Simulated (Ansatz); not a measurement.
# C6H10O: a ladder of functionals and wavefunction methods

How much do the methods differ for C6H10O? The plan is to run it at one geometry with functionals of several rungs and with coupled cluster, and see how far each lands from CCSD(T) at the basis-set limit for the atomisation energy.

Method: functionals in def2-TZVPP, the program's frozen cores in correlated methods; program: Ansatz 0.2.0, Gaussian basis.

The runs, in order: LDA (SPW92), PBE-D4, revPBE-D4, BLYP-D4, r2SCAN-D4, B97M-V, PBE0-D4, B3LYP-D4, r2SCANh-D4, r2SCAN0-D4, HSE06-D4, BHLYP-D4, CAM-B3LYP-D4, LC-ωPBE, ωB97X-V, ωB97M-V, B2PLYP, PBE-QIDH; CCSD(T)/def2-SVP; CCSD(T)/def2-TZVPP; MP2/def2-QZVPP; extrapolation to the limit; RPA on PBE.

### Step 1. The relaxed structure

The geometry comes from an earlier relaxation with PBE0-D4 in a triple-zeta def2 set; it is a stationary point, not always the lowest conformer.

SMILES `CC(=O)C=C(C)C`, 17 atoms, charge 0, spin multiplicity 1.

Atoms are counted from 1 here; the program's logs count them from 0.

Bond lengths: C1–C2 1.509 Å, C1–H8 1.094 Å, C1–H9 1.094 Å, C1–H10 1.088 Å, C2–O3 1.214 Å, C2–C4 1.476 Å, C4–C5 1.343 Å, C4–H11 1.087 Å, C5–C6 1.491 Å, C5–C7 1.494 Å, C6–H12 1.095 Å, C6–H13 1.096 Å, C6–H14 1.085 Å, C7–H15 1.090 Å, C7–H16 1.095 Å, C7–H17 1.095 Å. Angles: C2–C1–H8 110.2°, C2–C1–H9 110.1°, C2–C1–H10 109.9°, H8–C1–H9 106.8°, H8–C1–H10 109.9°, H9–C1–H10 109.8°, C1–C2–O3 120.6°, C1–C2–C4 114.5°, O3–C2–C4 124.9°, C2–C4–C5 127.9°, C2–C4–H11 114.7°, C5–C4–H11 117.4°, C4–C5–C6 125.1°, C4–C5–C7 119.9°, C6–C5–C7 115.0°, C5–C6–H12 109.6°, C5–C6–H13 109.4°, C5–C6–H14 112.4° and more.

### Step 2. LDA

This LDA is Slater exchange with PW92 correlation.

in.yaml reads:

```yaml
crystal:
  periodic: [false, false, false]
  atoms:
    - {symbol: C, position_ang: [1.153643, -2.318514, -1.195405]}
    - {symbol: C, position_ang: [0.868514, -0.845652, -1.034450]}
    - {symbol: O, position_ang: [1.333704, -0.037579, -1.811838]}
    - {symbol: C, position_ang: [0.006470, -0.511747, 0.115624]}
    - {symbol: C, position_ang: [-0.439269, 0.698740, 0.488330]}
    - {symbol: C, position_ang: [-0.132582, 1.978510, -0.211867]}
    - {symbol: C, position_ang: [-1.313548, 0.832393, 1.692469]}
    - {symbol: H, position_ang: [0.218310, -2.874436, -1.309040]}
    - {symbol: H, position_ang: [1.646202, -2.706588, -0.298830]}
    - {symbol: H, position_ang: [1.788203, -2.480930, -2.064244]}
    - {symbol: H, position_ang: [-0.297160, -1.363885, 0.718322]}
    - {symbol: H, position_ang: [-1.066731, 2.489091, -0.469582]}
    - {symbol: H, position_ang: [0.401623, 2.648171, 0.471539]}
    - {symbol: H, position_ang: [0.464839, 1.828473, -1.105397]}
    - {symbol: H, position_ang: [-1.498121, -0.125302, 2.179492]}
    - {symbol: H, position_ang: [-2.275767, 1.275844, 1.415786]}
    - {symbol: H, position_ang: [-0.858320, 1.513421, 2.419092]}
basis:
  gaussian: {orbitals: def2-TZVPP}
hamiltonian: {xc: lda}
output: {orbitals: {seedname: orbitals}}
```

Command:

```sh
> ansatz run in.yaml --threads 2 --pin off --events-out ev --progress --plain --max-ram 32768MiB --backend cuda --devices 0, --max-vram 18GiB
```

After this run come: PBE-D4 (GGA); revPBE-D4 (GGA); BLYP-D4 (GGA); r2SCAN-D4 (meta-GGA); B97M-V (meta-GGA); B3LYP-D4 (hybrid); r2SCANh-D4 (hybrid); r2SCAN0-D4 (hybrid); HSE06-D4 (hybrid); BHLYP-D4 (hybrid); CAM-B3LYP-D4 (range-separated); LC-ωPBE (range-separated); ωB97X-V (range-separated); ωB97M-V (range-separated); B2PLYP (double hybrid); PBE-QIDH (double hybrid); CCSD(T) in def2-SVP; CCSD(T) in def2-TZVPP; MP2 in def2-QZVPP; RPA on PBE orbitals.

Before running them: what should the planned runs give, taken together? Wanted: atomisation energy, CCSD(T)/CBS; farthest beyond LDA; mean size of error, GGA; mean size of error, meta-GGA; mean size of error, hybrid; mean size of error, range-separated; mean size of error, double hybrid; gap, smallest and largest; T1 diagnostic.

As calculated:

```
                               quantity                                                                       value
        atomisation energy, CCSD(T)/CBS                                                               7191.5 kJ/mol
 functionals within 36.0 kJ/mol (0.5 %)  BLYP-D4, B97M-V, B3LYP-D4, r2SCANh-D4, LC-ωPBE, ωB97X-V, ωB97M-V, PBE-QIDH
                    farthest beyond LDA                                                      PBE-D4 (+213.4 kJ/mol)
                mean size of error, GGA                                                                 91.7 kJ/mol
           mean size of error, meta-GGA                                                                 41.6 kJ/mol
             mean size of error, hybrid                                                                 73.3 kJ/mol
    mean size of error, range-separated                                                                 26.8 kJ/mol
      mean size of error, double hybrid                                                                 25.9 kJ/mol
              gap, smallest and largest                                   3.00 eV (LDA (SPW92)), 10.67 eV (LC-ωPBE)
                          T1 diagnostic                                                                      0.0136
triples share of the correlation energy                                                                       4.2 %
```

In words: LDA overbinds by 1072.5 kJ/mol (15 %). PBE-D4 misses by +213.4 kJ/mol. Double hybrids carry the basis error of their MP2 part in triple zeta, and no dispersion term here, so their miss is partly the set-up's. The rungs double hybrid, range-separated miss on average by less than the doubt on the reference (36.0 kJ/mol), so they tie. Misses under about 36.0 kJ/mol are within the doubt on the reference itself, which lacks core-valence correlation, relativity and higher excitations. Hartree-Fock recovers 74 % of the binding; the rest is correlation. CCSD(T) in def2-SVP is off by -257.5 kJ/mol, so the small basis spoils what the method gains. Orbital gaps span 3.0 to 10.7 eV; exact exchange widens them.
